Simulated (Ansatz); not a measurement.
# C2H6AlCl: basis-set convergence

An exercise on one series of results from a longer session: the logs are not shown, and one member is left open.

Method: one geometry, several basis sets; program: Ansatz 0.2.0, Gaussian basis.

Levels to be run: PBE0-D4/def2-SVP; ωB97M-V/def2-SVP; PBE0-D4/def2-QZVPP; ωB97M-V/def2-QZVPP; the functionals' def2-TZVPP values are taken from earlier runs.

**Structure used throughout**

An earlier PBE0-D4 in a triple-zeta def2 set relaxation fixed the geometry.

10 atoms, charge 0, spin multiplicity 1.

Atoms are counted from 1 here; the program's logs count them from 0.

Bond lengths: C1–C2 1.500 Å, C1–H5 1.094 Å, C1–H6 1.092 Å, C1–H7 1.095 Å, C2–Al3 1.968 Å, C2–Cl4 1.897 Å, C2–H8 1.089 Å, Al3–Cl4 2.414 Å, Al3–H9 1.584 Å, Al3–H10 1.582 Å. Angles: C2–C1–H5 113.2°, C2–C1–H6 111.9°, C2–C1–H7 107.5°, H5–C1–H6 108.7°, H5–C1–H7 107.7°, H6–C1–H7 107.6°, C1–C2–Al3 125.2°, C1–C2–Cl4 109.7°, C1–C2–H8 112.9°, Al3–C2–Cl4 77.3°, Al3–C2–H8 118.4°, Cl4–C2–H8 102.5°, C2–Al3–Cl4 50.0°, C2–Al3–H9 116.5°, C2–Al3–H10 118.8°, Cl4–Al3–H9 109.0°, Cl4–Al3–H10 109.6°, H9–Al3–H10 124.4° and more.

Set-up of the first run:

File in.yaml:

```yaml
crystal:
  periodic: [false, false, false]
  atoms:
    - {symbol: C, position_ang: [-1.061326, 0.911502, 0.117644]}
    - {symbol: C, position_ang: [0.055922, 0.158219, -0.540888]}
    - {symbol: Al, position_ang: [1.411982, -0.911443, 0.402058]}
    - {symbol: Cl, position_ang: [-0.496486, -1.621132, -0.895588]}
    - {symbol: H, position_ang: [-1.958556, 0.981294, -0.503761]}
    - {symbol: H, position_ang: [-1.335023, 0.475662, 1.080313]}
    - {symbol: H, position_ang: [-0.705484, 1.930346, 0.305461]}
    - {symbol: H, position_ang: [0.291765, 0.534138, -1.535590]}
    - {symbol: H, position_ang: [1.135112, -1.213443, 1.932080]}
    - {symbol: H, position_ang: [2.745096, -1.296346, -0.358829]}
basis:
  gaussian: {orbitals: def2-SVP}
hamiltonian: {xc: pbe0, dispersion: d4}
output: {orbitals: {seedname: orbitals}}
```

The run is started by

```
$ ansatz run in.yaml --threads 2 --pin off --events-out ev --progress --plain --max-ram 4352MiB
```

Steps of the session up to this table: PBE0-D4 in def2-SVP; ωB97M-V in def2-SVP; PBE0-D4 in def2-QZVPP; ωB97M-V in def2-QZVPP.

One table of the session follows, with a row left open; its other results are not shown here.

It belongs to the step «Functionals by basis». 

```
functional       basis  HOMO (eV)
   PBE0-D4    def2-SVP      -7.70
   PBE0-D4  def2-TZVPP      -7.71
   PBE0-D4  def2-QZVPP      -7.72
   ωB97M-V    def2-SVP          ?
   ωB97M-V  def2-TZVPP      -9.92
   ωB97M-V  def2-QZVPP      -9.93
```

Q: Estimate the row for ωB97M-V, def2-SVP from the others.

The run gave: HOMO (eV): -9.88. In the column «HOMO (eV)» it lies between ωB97M-V, def2-TZVPP (-9.92) and PBE0-D4, def2-QZVPP (-7.72).
